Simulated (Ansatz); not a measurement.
# AsF3H4Si: the cost of one run

All numbers below are computed with Ansatz 0.2.0 (RKS B3LYP-D4/def2-SVP).

## 1. The system as given

Bond lengths: Si1–F3 1.599 Å, Si1–F4 1.597 Å, Si1–F5 1.600 Å, Si1–As7 2.682 Å, As7–H8 1.547 Å, As7–H9 1.494 Å. Angles: F3–Si1–F4 103.0°, F3–Si1–F5 99.5°, F3–Si1–As7 129.1°, F4–Si1–F5 101.7°, F4–Si1–As7 111.6°, F5–Si1–As7 108.4°, Si1–As7–H8 112.8°, Si1–As7–H9 85.1°, H8–As7–H9 88.8°.

Structure file:

```xyz
9

Si   -0.2807    0.0299   -1.0451
H    -0.6887    1.1492    0.4106
F    -1.5523    0.7525   -1.6917
F     0.9412    0.9048   -1.5851
F    -0.1990   -1.2577   -1.9909
H    -0.7001    1.0528    1.3814
As    0.1124   -0.7567    1.4889
H     1.0415   -1.9887    1.5961
H     1.3258    0.1140    1.4357
```

## 2. A restrained relaxation towards end A

Springs on the bonds that form and break draw the guess towards this end; the thresholds are loose.

The input, input.yaml:

```yaml
crystal:
  periodic: [false, false, false]
  atoms:
    - { symbol: Si, position_ang: [-0.2807, 0.0299, -1.0451] }
    - { symbol: H, position_ang: [-0.6887, 1.1492, 0.4106] }
    - { symbol: F, position_ang: [-1.5523, 0.7525, -1.6917] }
    - { symbol: F, position_ang: [0.9412, 0.9048, -1.5851] }
    - { symbol: F, position_ang: [-0.199, -1.2577, -1.9909] }
    - { symbol: H, position_ang: [-0.7001, 1.0528, 1.3814] }
    - { symbol: As, position_ang: [0.1124, -0.7567, 1.4889] }
    - { symbol: H, position_ang: [1.0415, -1.9887, 1.5961] }
    - { symbol: H, position_ang: [1.3258, 0.114, 1.4357] }
basis:
  gaussian: { orbitals: def2-SVP }
hamiltonian:
  xc: b3lyp
  dispersion: d4
relax:
  f_tol: 0.15
  max_steps: 25
  restrain:
    - { distance: [0, 6], at: 3.6, k: 30.0 }
    - { distance: [5, 1], at: 1.92, k: 30.0 }
    - { distance: [0, 1], at: 1.42, k: 30.0 }
    - { distance: [5, 6], at: 1.5, k: 30.0 }
output:
  orbitals: {}
```

Launch:

```
> ansatz run input.yaml --threads 2 --pin off --max-ram 3072MiB --backend cpu --events-out ev --progress --plain --runs-dir out
```

**Question.** How long does this run take on 2 threads of Intel Xeon Platinum 8375C at 2.90GHz (Ice Lake), shared host, and how much memory does it need?

About 53 s, with a peak of 0.29 GiB.
